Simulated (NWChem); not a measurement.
# SiH3Se (SMILES [SiH2][SeH]) at UPBE0/6-311G(d,p)

Aim: the vertical ionisation energy of SiH3Se at UPBE0/6-311G**, from 2 runs. 

The calculation is run with NWChem 7.3.0.

## Step 1: Starting point

SiH3Se has 5 atoms, charge 0, and is taken as a doublet. SMILES: `[SiH2][SeH]`. The shape is that of a PBE0-D4/def2-TZVP optimisation. This is one conformer, not always the lowest.

Bond lengths: Si1–Se2 2.272 Å, Si1–H3 1.492 Å, Si1–H4 1.489 Å, Se2–H5 1.469 Å. Angles: Si1–Se2–H5 93.1°, Se2–Si1–H3 111.1°, Se2–Si1–H4 104.9°, H3–Si1–H4 110.2°.

## Step 2: A single-point energy at UPBE0/6-311G(d,p)

Input file nw.nw:

```
echo
start nw
memory stack 880 mb heap 220 mb global 1100 mb

geometry noautosym nocenter noautoz
 Si     0.060900    -0.791800     0.205800
 Se     0.776600     1.182400    -0.661900
 H     -1.304300    -0.656200     0.791600
 H      0.034200    -1.731400    -0.948800
 H      0.482600     1.923300     0.572000
end

basis spherical bse
 * library 6-311G**
end

dft
 xc pbe0
 mult 2
 grid fine
 convergence energy 1e-08
 maxiter 100
 mulliken
 print low
end

task dft energy
```

Run with:

```bash
$ nwchem nw.nw > nw.out
```

Standard output:

```text
[...]
 d= 0,ls=0.0,diis     1  -2692.3450260550 -2.84D+03  3.56D-03  6.93D-01     1.9
[...]
 d= 0,ls=0.0,diis    11  -2692.3802045445 -8.91D-09  1.53D-07  1.17D-10    16.8
[...]
         Total DFT energy =    -2692.380204544451
      One electron energy =    -4041.642785057249
           Coulomb energy =     1310.091498568895
    Exchange-Corr. energy =     -108.766302044991
 Nuclear repulsion energy =      147.937383988892
[...]
      Total Density - Mulliken Population Analysis
     ---------------------------------------------
    Atom       Charge   Shell Charges
 -----------   ------   -------------------------------------------------------
    1 Si  14    13.68   0.79  1.18  0.95  1.03  0.87  0.57  1.97  3.91  0.60  1.41  0.30  0.10
    2 Se  34    34.26   0.77  1.19  1.03  0.94  0.82  1.22  1.34  0.59  0.50  5.47  4.75  1.16  0.65  2.44  1.32  8.09  1.85  0.13
    3 H    1     1.08   0.24  0.57  0.25  0.01
    4 H    1     1.08   0.24  0.58  0.25  0.01
    5 H    1     0.91   0.22  0.53  0.13  0.03
[...]
      <S2> =      0.7528 (Exact =     0.7500)
[...]
```

Wall time 17 s (1 thread of Intel Xeon Platinum 8559C (Emerald Rapids), shared host); peak memory 0.11 GiB.

## Step 3: The singlet cation, same level

Input file mymol.nw:

```
start mymol
title "H3SeSi"
memory 2200 mb
charge 1
geometry units angstroms noautosym nocenter noautoz
  Si       0.060900      -0.791800       0.205800
  Se       0.776600       1.182400      -0.661900
  H       -1.304300      -0.656200       0.791600
  H        0.034200      -1.731400      -0.948800
  H        0.482600       1.923300       0.572000
end
basis spherical bse
  Si library 6-311G**
  Se library 6-311G**
  H library 6-311G**
end
dft
  xc pbe0
  mult 1
  grid fine
  convergence energy 1e-08
  maxiter 100
  mulliken
  print low
end
task dft energy
```

Run with:

```bash
$ nwchem mymol.nw > mymol.out
```

Standard output:

```text
[...]
 d= 0,ls=0.0,diis     1  -2691.5412457391 -2.84D+03  3.65D-02  1.92D+01     1.5
[...]
 d= 0,ls=0.0,diis    12  -2692.0805144058 -2.16D-09  3.03D-07  4.09D-10    12.9
         Total DFT energy =    -2692.080514405781
      One electron energy =    -4028.936447916871
           Coulomb energy =     1297.378225110488
    Exchange-Corr. energy =     -108.459675588290
 Nuclear repulsion energy =      147.937383988892
[...]
      Total Density - Mulliken Population Analysis
     ---------------------------------------------
    Atom       Charge   Shell Charges
 -----------   ------   -------------------------------------------------------
    1 Si  14    13.38   0.79  1.18  0.95  1.03  0.93  0.50  1.97  3.91  0.57  1.33  0.13  0.09
    2 Se  34    33.91   0.77  1.19  1.03  0.94  0.82  1.22  1.41  0.54  0.50  5.47  4.74  1.17  0.61  2.41  1.00  8.09  1.85  0.14
    3 H    1     0.93   0.23  0.54  0.15  0.01
    4 H    1     0.95   0.23  0.55  0.15  0.01
    5 H    1     0.83   0.22  0.51  0.08  0.03
[...]
```

Wall time 14 s (1 thread of Intel Xeon Platinum 8559C (Emerald Rapids), shared host); peak memory 0.11 GiB.

## Step 4: Summary of results

Level: UPBE0/6-311G**.

```
                                          quantity           value
                      doublet SiH3Se: total energy  -2692.38020 Eh
                              doublet SiH3Se: ⟨S²⟩           0.753
                      singlet cation: total energy  -2692.08051 Eh
vertical ionisation energy (to the singlet cation)        8.155 eV
```

In words: The vertical ionisation energy comes to 8.15 eV (787 kJ/mol). Only the singlet of the ionised species was computed; a triplet could lie lower. Mulliken charges (doublet SiH3Se) run from -0.26 on Se2 to +0.32 on Si1.
